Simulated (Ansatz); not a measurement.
BiTe:

```
Bi Te
1.0
     0.00000    3.23500    3.23500
     3.23500    0.00000    3.23500
     3.23500    3.23500    0.00000
Bi Te
1 1
Direct
  0.00000 0.00000 0.00000
  0.50000 0.50000 0.50000
```

A run of Ansatz 0.2.0 on this cell left the log below. Logs are shortened: lines on timing, memory, paths and dates and some standing lists are left out, and cuts for length are marked.

```text
Warning: RAYON_NUM_THREADS=1 ignored (pool sized by the plan → 1); use --threads N
LAPW: plane waves up to 7.101 Å⁻¹, error target 1.0e-3 eV per atom; small_component_spin mean_spin; Te in spheres of 1.539 Å, 24 of its electrons in bands, Dirac shells []; Bi in spheres of 1.599 Å, 37 of its electrons in bands, Dirac shells [] (how accurate: hamiltonian.pseudopotentials.lapw.basis_error, Limitations)
Engine: ansatz 0.2.0, aarch64-unknown-linux-gnu
Pseudopotentials: kind: all_electron
Pseudopotential: Bi, LAPW, valence charge 37, lapw/all_electron/scalar/gaussian/Bi, Koelling and Harmon's equation, gaussian nucleus
Pseudopotential: Te, LAPW, valence charge 24, lapw/all_electron/scalar/gaussian/Te, Koelling and Harmon's equation, gaussian nucleus
Functional definition: PBEsol
  exchange = pbesol_x
  correlation = pbesol_c
Crystal: 2 atoms, lattice volume = 67.710 Å³
Basis set: ecut = 192.12850226822377 eV, 411 PW (Γ), exchange–correlation at level 2
Bands: 37, of which v1, the nominal top of the filled ones, is band 31 counted from 1 (30 counted from 0)
Symmetry: 48 space group operations
Space group: Fm-3m (ITA 225), of the structure as read, at distance tolerance 4.1e-5 Å
k-points: 10 of 125
Non-local potential: Bi, projectors of the file, none
Non-local potential: Te, projectors of the file, none
[... 101 lines left out ...]
  k-point 1: bands = ["-147.1202", "-140.9193", "-136.0757", "-136.0743", "-136.0743", "-136.0743", "-136.0731", "-136.0731", "-136.0731", "-97.2223", "-97.2223", "-97.2223", "-79.1217", "-79.1217", "-79.1217", "-24.6571", "-24.6571", "-24.6554", "-24.6553", "-24.6553", "-10.5029", "-10.5029", "-10.4958", "-10.4942", "-10.4942", "-0.6162", "3.6130", "10.1447", "10.1447", "10.3226", "13.4289", "13.6101", "13.6101", "17.1233", "17.9217", "17.9217", "20.5244"]
  k-point 2: bands = ["-147.1202", "-140.9193", "-136.0757", "-136.0743", "-136.0743", "-136.0743", "-136.0731", "-136.0731", "-136.0731", "-97.2223", "-97.2223", "-97.2223", "-79.1217", "-79.1217", "-79.1217", "-24.6570", "-24.6570", "-24.6552", "-24.6550", "-24.6550", "-10.5060", "-10.5060", "-10.4948", "-10.4903", "-10.4903", "0.4004", "1.9849", "10.5206", "10.5206", "10.8016", "11.9918", "12.2074", "12.2074", "18.6760", "19.8479", "19.8479", "21.4903"]
  k-point 9: bands = ["-147.1202", "-140.9193", "-136.0757", "-136.0743", "-136.0743", "-136.0743", "-136.0731", "-136.0731", "-136.0731", "-97.2223", "-97.2223", "-97.2223", "-79.1217", "-79.1217", "-79.1217", "-24.6572", "-24.6568", "-24.6553", "-24.6550", "-24.6547", "-10.5111", "-10.5016", "-10.4950", "-10.4908", "-10.4870", "0.9751", "1.9415", "7.9085", "7.9531", "10.5783", "12.6689", "15.7446", "16.0330", "16.9788", "18.8795", "21.3628", "21.6277"]
--- Elastic constants: 2 strain directions × 2 members + reference (group order 48) ---
  dense FFT box of the reference and of every strained cell: 24×24×24
  strains applied: 11, 23; error gains: componentwise 1.00 (the most a stress slope's error grows in a printed constant), spectral 1.73 (1 for all six strains in a standard setting)
  C = ∂σ_k/∂η_j (tension-positive GPa; Voigt order 11 22 33 23 13 12):
        79.626     30.501     30.501      0.000     -0.000      0.000
        30.501     79.626     30.501      0.000      0.000     -0.000
        30.501     30.501     79.626     -0.000      0.000      0.000
        -0.000      0.000      0.000      3.242      0.000     -0.000
         0.000     -0.000      0.000      0.000      3.242      0.000
         0.000     -0.000      0.000     -0.000     -0.000      3.242
  reference stress σ⁰ (GPa):      1.800      1.800      1.800     -0.000      0.000     -0.000
  no Pulay correction (none for the plane-wave cutoff is built on LAPW): the batch's stresses and constants are at fixed plane waves
  C* (energy form; C + prestress term) asymmetry max|C*_kj − C*_jk| = 7.105e-15 GPa — a small one proves nothing (zero by symmetry where the batch's group is 432, −43m or m−3m); a large one is finite-difference/SCF noise where every solve meets its electron count
  moduli (Voigt/Reuss/Hill, GPa): K = 46.88/46.88/46.88   G = 11.77/4.97/8.37   E = 23.70   ν = 0.416
  mechanically stable: yes (min eigenvalue of sym C = 3.24 GPa)
  where every solve meets its electron count the energy-path curvature estimates C_jj along a normal strain and C_jj − ¼(σ⁰_aa + σ⁰_bb) along a shear (ab), closely only under elastic.basis: deformed
  strain η (Voigt 11):  stress-route row diagonal C_11 = 79.63 GPa, energy-path curvature d²(F+E_count)/dδ²/Ω₀ = 79.51 GPa
         δ    σ_11 (GPa)             F (eV)   n_scf  n_hpsi   n_pw
    -2.000e-3       1.6395     -770357.5631581       8   21138    424   relax 0 steps, max|allowed force component| 2.96e-30 eV/Å
     2.000e-3       1.9580     -770357.5601163       8   21126    424   relax 0 steps, max|allowed force component| 7.89e-31 eV/Å
  strain η (Voigt 23):  stress-route row diagonal C_44 = 3.24 GPa, energy-path curvature d²(F+E_count)/dδ²/Ω₀ = 2.34 GPa
         δ    σ_23 (GPa)             F (eV)   n_scf  n_hpsi   n_pw
    -2.000e-3      -0.0065     -770357.5617024       6   26266    424   relax 0 steps, max|allowed force component| 4.93e-31 eV/Å
     2.000e-3       0.0065     -770357.5617024       7   29219    424   relax 0 steps, max|allowed force component| 2.96e-30 eV/Å
```

Q: What input gives this log?

A: Elastic constants with PBEsol, no spin polarisation. The files as run (others can give the same):

input.yaml
```yaml
crystal:
  lattice:
    - [0.0, 3.235, 3.235]
    - [3.235, 0.0, 3.235]
    - [3.235, 3.235, 0.0]
  atoms:
    - { symbol: Bi, position: [0.0, 0.0, 0.0] }
    - { symbol: Te, position: [0.5, 0.5, 0.5] }
kpoints:
  mp_grid: { grid: [5, 5, 5] }
scf:
  occupations: { method: fermi_dirac, width: 0.05 }
hamiltonian:
  xc: pbesol
  pseudopotentials: { kind: all_electron, lapw: { basis_error: 0.001 } }
output:
  forces: true
  stress: true
elastic:
  mode: relaxed_ion
  stencil: two_point
```

Potentials or basis: all-electron LAPW, scalar-relativistic.
Launch:
```bash
$ ansatz run input.yaml --threads 1 --pin off --max-ram 3072MiB --backend cpu --events-out ev --progress --plain --runs-dir out
```

Caveat: the k mesh is thin for a metal, which can move the energy by tens of meV per atom; a metal's response needs a denser mesh; elastic constants of metals need much finer meshes, so these are rough; spin-orbit coupling is left out, which moves the levels of the heavy elements.
